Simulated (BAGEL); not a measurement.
# SiHF3 (SMILES F[SiH](F)F), step by step

Aim: a single-point energy (HF/cc-pVDZ), then the energy (NEVPT2(2,2)/cc-pVDZ), then the energy (CASPT2(2,2)/cc-pVDZ) of SiHF3. 

The results are computed with BAGEL 1.2.2.

### 1 Starting point

The species is SiHF3 (5 atoms), meant as a singlet with charge 0. As SMILES, `F[SiH](F)F`. The Si2–H5 distance was set to 2.776 Å, away from the relaxed value. At this shape a bond of the SMILES string is far longer than usual.

Bond lengths: F1–Si2 1.573 Å, Si2–F3 1.573 Å, Si2–F4 1.573 Å. Angles: F1–Si2–F3 108.3°, F1–Si2–F4 108.3°, F3–Si2–F4 108.3°.

### 2 The energy at HF/cc-pVDZ (density fitting with svp-jkfit) (run 1)

Input file hf.json:

```json
{ "bagel": [

{
  "title": "molecule",
  "basis": "cc-pvdz.json",
  "df_basis": "svp-jkfit",
  "angstrom": false,
  "geometry": [
    { "atom": "F", "xyz": [ -3.32571956, -0.25856934,  2.92580438 ] },
    { "atom": "Si", "xyz": [ -2.40391115, -0.10002131,  0.10425430 ] },
    { "atom": "F", "xyz": [ -3.60917848,  2.31826121, -1.13427220 ] },
    { "atom": "F", "xyz": [ -3.41793819, -2.49052486, -1.34214208 ] },
    { "atom": "H", "xyz": [  2.83345535,  0.11791891, -0.12302117 ] }
  ]
},
{ "title": "hf" },
{ "title": "print", "file": "orbitals.molden", "orbitals": true }

]}
```

The basis set cc-pVDZ is read from a file made from the Basis Set Exchange's data (not shown).

Run with:

```sh
$ BAGEL_NUM_THREADS=1 BAGEL hf.json > hf.out
```

The program printed:

```text
* using 1 threads per process

  ===============================================================
  ===============================================================

  *** Geometry ***

  { "atom" : "F", "xyz" : [     -3.325720,     -0.258569,      2.925804 ] },
  { "atom" : "Si", "xyz" : [     -2.403911,     -0.100021,      0.104254 ] },
  { "atom" : "F", "xyz" : [     -3.609178,      2.318261,     -1.134272 ] },
  { "atom" : "F", "xyz" : [     -3.417938,     -2.490525,     -1.342142 ] },
  { "atom" : "H", "xyz" : [      2.833455,      0.117919,     -0.123021 ] },

  Number of auxiliary basis functions:      377

  Since a DF basis is specified, we compute 2- and 3-index integrals:
    o Being stored without compression. Storage requirement is 0.013 GB

  Number of basis functions:       65
  Number of electrons      :       42

    * METHOD: MOLECULE                             0.12

  *** RHF ***

  === Nuclear Repulsion ===
   184.2059309216

      * DIIS with orbital gradients will be used.

  === RHF iteration (cc-pvdz.json) ===
      0       -587.52351877          0.02139864           0.03
      1       -587.71731154          0.01502955           0.03
      2       -587.83508414          0.00126042           0.03
      3       -587.83661887          0.00035124           0.03
      4       -587.83670763          0.00007888           0.03
      5       -587.83671504          0.00002143           0.03
      6       -587.83671549          0.00000436           0.03
      7       -587.83671551          0.00000040           0.03
      8       -587.83671551          0.00000018           0.03
      9       -587.83671551          0.00000004           0.03
     10       -587.83671551          0.00000001           0.03
     11       -587.83671551          0.00000000           0.03
    * SCF iteration converged.

    * Permanent dipole moment:
           (   -0.044306,    -0.001865,     0.002147) a.u.

    * METHOD: HF                                   0.44

    * METHOD: PRINT                                0.01

  ===============================================================
```

It took 0.7 s on 1 thread of Arm Neoverse V1, shared host; peak memory 0.15 GiB.

### 3 The energy at NEVPT2(2,2)/cc-pVDZ (density fitting with svp-jkfit) (run 2)

Input file nevpt2.json:

```json
{ "bagel" : [

{
  "title" : "molecule",
  "basis" : "cc-pvdz.json",
  "df_basis" : "svp-jkfit",
  "angstrom" : "false",
  "geometry" : [
    { "atom" : "F", "xyz" : [    -3.32571956,    -0.25856934,     2.92580438 ] },
    { "atom" : "Si", "xyz" : [    -2.40391115,    -0.10002131,     0.10425430 ] },
    { "atom" : "F", "xyz" : [    -3.60917848,     2.31826121,    -1.13427220 ] },
    { "atom" : "F", "xyz" : [    -3.41793819,    -2.49052486,    -1.34214208 ] },
    { "atom" : "H", "xyz" : [     2.83345535,     0.11791891,    -0.12302117 ] }
  ]
},

{
  "title" : "hf"
},

{
  "title" : "casscf",
  "nstate" : 1,
  "nact" : 2,
  "nclosed" : 20,
  "active" : [21, 22],
  "maxiter" : 200,
  "natocc" : "true"
},

{
  "title" : "nevpt2",
  "nstate" : 1,
  "nact" : 2,
  "nclosed" : 20,
  "active" : [21, 22],
  "maxiter" : 200,
  "natocc" : "true",
  "ncore" : 8
},

{
  "title" : "print",
  "file" : "orbitals.molden",
  "orbitals" : "true"
}

]}
```

The basis set cc-pVDZ is read from a file made from the Basis Set Exchange's data (not shown).

Run with:

```sh
$ BAGEL_NUM_THREADS=1 BAGEL nevpt2.json > nevpt2.out
```

The program printed:

```text
* using 1 threads per process

  ===============================================================
  ===============================================================

  *** Geometry ***

  { "atom" : "F", "xyz" : [     -3.325720,     -0.258569,      2.925804 ] },
  { "atom" : "Si", "xyz" : [     -2.403911,     -0.100021,      0.104254 ] },
  { "atom" : "F", "xyz" : [     -3.609178,      2.318261,     -1.134272 ] },
  { "atom" : "F", "xyz" : [     -3.417938,     -2.490525,     -1.342142 ] },
  { "atom" : "H", "xyz" : [      2.833455,      0.117919,     -0.123021 ] },

  Number of auxiliary basis functions:      377

  Since a DF basis is specified, we compute 2- and 3-index integrals:
    o Being stored without compression. Storage requirement is 0.013 GB

[... 18 lines left out ...]
    * SCF iteration converged.
[... 1 line left out ...]
    * Permanent dipole moment:
[... 27 lines left out ...]
    * Second-order optimization converged. *
[... 1 line left out ...]
     guess   0:   closed 1.                   open ..

  === FCI iteration ===

      0  0      -587.83032337     8.08e-02      0.00
      1  0      -587.90412282     4.79e-03      0.00
      2  0 *    -587.90437288     3.34e-16      0.00

     * ci vector, state   0, <S^2> = 0.0000
       2.     0.9091238318
       .2    -0.4165259397

    * METHOD: CASSCF                               1.36

    * freezing 8 orbitals

  === DF-NEVPT2 calculation ===

    * 3-index integral transformation done
    * assembly done

      NEVPT2 correlation energy:   -0.6334426364      0.09

          (+0)     -0.5981064607
          (+0)'    -0.0024578292
          (+1)     -0.0171884741
          (+1)'    -0.0000000000
          (+2)     -0.0001506498
          (-1)     -0.0141151691
          (-1)'     0.0000000000
          (-2)     -0.0014240536

      NEVPT2 total energy:       -588.5378155193

    * METHOD: NEVPT2                               0.15

    * METHOD: PRINT                                0.01

  ===============================================================
```

It took 2.2 s on 1 thread of Arm Neoverse V1, shared host; peak memory 0.15 GiB.

### 4 The energy at CASPT2(2,2)/cc-pVDZ (density fitting with svp-jkfit) (run 3)

Input file input.json:

```json
{ "bagel" : [

{
  "title" : "molecule",
  "basis" : "cc-pvdz.json",
  "df_basis" : "svp-jkfit",
  "geometry" : [
    { "atom" : "F", "xyz" : [    -3.32571956,    -0.25856934,     2.92580438 ] },
    { "atom" : "Si", "xyz" : [    -2.40391115,    -0.10002131,     0.10425430 ] },
    { "atom" : "F", "xyz" : [    -3.60917848,     2.31826121,    -1.13427220 ] },
    { "atom" : "F", "xyz" : [    -3.41793819,    -2.49052486,    -1.34214208 ] },
    { "atom" : "H", "xyz" : [     2.83345535,     0.11791891,    -0.12302117 ] }
  ]
},

{
  "title" : "hf"
},

{
  "title" : "casscf",
  "nstate" : 1,
  "nact" : 2,
  "nclosed" : 20,
  "nspin" : 0,
  "active" : [21, 22],
  "maxiter" : 200,
  "natocc" : "true"
},

{
  "title" : "print",
  "file" : "orbitals.molden",
  "orbitals" : "true"
},

{
  "title" : "smith",
  "method" : "caspt2",
  "ms" : "true",
  "xms" : "true",
  "sssr" : "true",
  "shift" : 0.2,
  "shift_imag" : "true",
  "ncore" : 8
}

]}
```

The basis set cc-pVDZ is read from a file made from the Basis Set Exchange's data (not shown).

Run with:

```sh
$ BAGEL_NUM_THREADS=1 BAGEL input.json > input.out
```

The program printed:

```text
* using 1 threads per process

  ===============================================================
  ===============================================================

  *** Geometry ***

  { "atom" : "F", "xyz" : [     -3.325720,     -0.258569,      2.925804 ] },
  { "atom" : "Si", "xyz" : [     -2.403911,     -0.100021,      0.104254 ] },
  { "atom" : "F", "xyz" : [     -3.609178,      2.318261,     -1.134272 ] },
  { "atom" : "F", "xyz" : [     -3.417938,     -2.490525,     -1.342142 ] },
  { "atom" : "H", "xyz" : [      2.833455,      0.117919,     -0.123021 ] },

  Number of auxiliary basis functions:      377

  Since a DF basis is specified, we compute 2- and 3-index integrals:
    o Being stored without compression. Storage requirement is 0.013 GB

[... 18 lines left out ...]
    * SCF iteration converged.
[... 1 line left out ...]
    * Permanent dipole moment:
[... 27 lines left out ...]
    * Second-order optimization converged. *
[... 9 lines left out ...]
     * ci vector, state   0, <S^2> = 0.0000
[... 16 lines left out ...]
    * Zeroth order energy : state  0       -0.5681883810
[... 4 lines left out ...]
       #      aibj      arbs      arbi      airj      risj      airs      arst      rist         Etot      error   time
[... 2 lines left out ...]
       0  -0.59744  -0.00185  -0.01490  -0.01871  -0.00024  -0.00244  -0.00000  -0.00000   -0.6355859  0.0004216   0.05
       1  -0.59746  -0.00185  -0.01491  -0.01875  -0.00024  -0.00246   0.00000  -0.00000   -0.6356672  0.0000365   0.05
       2  -0.59746  -0.00185  -0.01491  -0.01875  -0.00024  -0.00245  -0.00000  -0.00000   -0.6356677  0.0000045   0.05
       3  -0.59746  -0.00185  -0.01491  -0.01875  -0.00024  -0.00245  -0.00000  -0.00000   -0.6356678  0.0000005   0.05

      ------------------------------------------------------------------------------------------------------------------

    * CASPT2 energy : state  0     -588.5415552563
        w/o shift correction       -588.5400406408
        reference weight              0.8783069833

    * METHOD: SMITH                                0.31

  ===============================================================
```

Run time: 2.3 s. Hardware: 1 thread of Arm Neoverse V1, shared host; peak memory 0.15 GiB.

### 5 Results

| quantity | value |
| --- | --- |
| run 1, HF/cc-pVDZ: total energy | -587.83672 Eh |
| run 1, HF/cc-pVDZ: dipole moment | 0.11 D |
| run 1, HF/cc-pVDZ: HOMO energy | -10.33 eV |
| run 1, HF/cc-pVDZ: LUMO energy | -0.73 eV |
| run 1, HF/cc-pVDZ: HOMO–LUMO gap | 9.60 eV |
| run 2, NEVPT2(2,2)/cc-pVDZ: total energy | -588.53782 Eh |
| run 3, CASPT2(2,2)/cc-pVDZ: total energy | -588.54156 Eh |

In words: One bond (run 1, HF/cc-pVDZ) is far stretched, which a spin-restricted single reference describes badly; a broken-symmetry solution may lie lower.
